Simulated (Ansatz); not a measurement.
Working through a rigid torsion scan of CH6GeP (charge -1), SMILES [CH3][GeH-][PH2]

Computed with Ansatz 0.2.0 through its Python package.

Notebook, run cell by cell (the value of a cell's last expression is shown):

```python
import ansatz
from ase import Atoms
```

```python
BASIS = "def2-SVP"
XC = "pbe0"
VDW = "d3bj"
CHARGE = -1
FMAX = 0.02

atoms = Atoms(["C", "Ge", "P", "H", "H", "H", "H", "H", "H"], positions=[
    (-1.4675, 0.3326, 0.1079),
    (0.0776, -0.6808, -0.4969),
    (1.9585, 0.1423, 0.5051),
    (-2.3828, -0.0645, -0.3769),
    (-1.3377, 1.4004, -0.1636),
    (-1.5615, 0.2397, 1.2093),
    (-0.1014, -2.1718, -0.1138),
    (2.859, -0.5623, -0.3909),
    (1.9557, 1.3643, -0.2803),
])
```

```python
# start the scan from a relaxed geometry
first = (
    ansatz.Crystal.molecule_from_ase(atoms).calculation()
    .basis(gaussian=BASIS)
    .functional(XC, dispersion=VDW)
    .charge(CHARGE)
    .relax(force_tolerance=FMAX, max_steps=80)
)
atoms.positions = first.run().report["positions_ang"]
```

```python
start = atoms.get_dihedral(0, 1, 2, 7)
energies = {}
for turn in range(0, 360, 30):
    turned = atoms.copy()
    turned.set_dihedral(0, 1, 2, 7, start + turn, indices=[2, 7, 8])
    calc = (
        ansatz.Crystal.molecule_from_ase(turned).calculation()
        .basis(gaussian=BASIS)
        .functional(XC, dispersion=VDW)
        .charge(CHARGE)  # electrons removed from the neutral system
    )
    energies[round((start + turn) % 360)] = calc.run().report["free_energy_ev"]
floor = min(energies.values())
print("dihedral C0-Ge1-P2-H7 (deg)   E - E(min) (eV)")
for angle, e in sorted(energies.items()):
    print(f"{angle:8d} {(e - floor):14.3f}  " + "#" * int(30 * (e - floor) / max(max(energies.values()) - floor, 1e-9)))
```

    dihedral C0-Ge1-P2-H7 (deg)   E - E(min) (eV)
          19          0.154  ##############################
          49          0.081  ###############
          79          0.059  ###########
         109          0.054  ##########
         139          0.025  ####
         169          0.008  #
         199          0.026  #####
         229          0.047  #########
         259          0.031  ######
         289          0.000
         319          0.046  ########
         349          0.151  #############################

The lowest point is at 289° and the highest at 19°, 0.154 eV (14.9 kJ/mol) above it, with the rest of the molecule held.

Reading the output:
- The scan is rigid and the energies are electronic, in a modest basis. With rigid groups the curve can differ much from the relaxed path, the start wasn't checked as a minimum of this torsion, and equivalent turns needn't return to the same energy.
- Anions want diffuse functions, which this basis lacks.
- Run time: 99 s on 1 thread of Arm Neoverse V2, with other jobs on the host, peak memory 0.28 GiB.
